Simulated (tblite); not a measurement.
# C2H8O2SeSi2: the cost of one run

The runs use tblite 0.8.0 and PySCF 2.14.0, with density-fitted response routines of our own; the level of theory stands in each step. All values are computed, except where a source is named. Atoms are numbered from 0 throughout.

**1. Starting geometry**

15 atoms, charge 0, multiplicity 1; geometry from: force field or distance geometry start.

Bonds of the start (Å): C0–Se1 1.94, Se1–Si2 2.24, Si2–C3 1.85, C3–O4 1.24, C3–Si5 1.86, Si5–O6 1.71, C0–H7 1.08, C0–H8 1.10, C0–H9 1.11, Si2–H10 1.47, Si2–H11 1.50, Si5–H12 1.45, Si5–H13 1.46, O6–H14 0.99.

**2. Optimising the geometry with GFN2-xTB**

What the job is given:

```
{"job": {"kind": "relax", "xc": "GFN2-xTB", "basis": "xTB"}, "charge": 0, "multiplicity": 1}
C      3.468000    -0.047800    -0.311200
Se     1.691500     0.056600     0.460000
Si     0.068800    -0.836300    -0.804100
C     -1.393500    -1.112600     0.295000
O     -1.517000    -2.134400     0.983200
Si    -2.669600     0.235700     0.333100
O     -2.748200     0.992400     1.860600
H      3.506900    -0.589900    -1.247200
H      3.798300     0.986400    -0.467400
H      4.156300    -0.517400     0.422700
H      0.420200    -2.089000    -1.482700
H     -0.415500     0.089300    -1.873700
H     -2.318300     1.219700    -0.667900
H     -3.944600    -0.367700    -0.041600
H     -2.107800     0.617100     2.519300
```

The run is started by

```
OMP_NUM_THREADS=1 python probes_run.py task.json out
```

The driver reads the jobs from task.json and runs them one after another.

**Question.** How long does this first job take on 1 thread of Arm Neoverse N1, shared host, and how much memory does it need?

About 3.4 s, with a peak of 0.18 GiB.
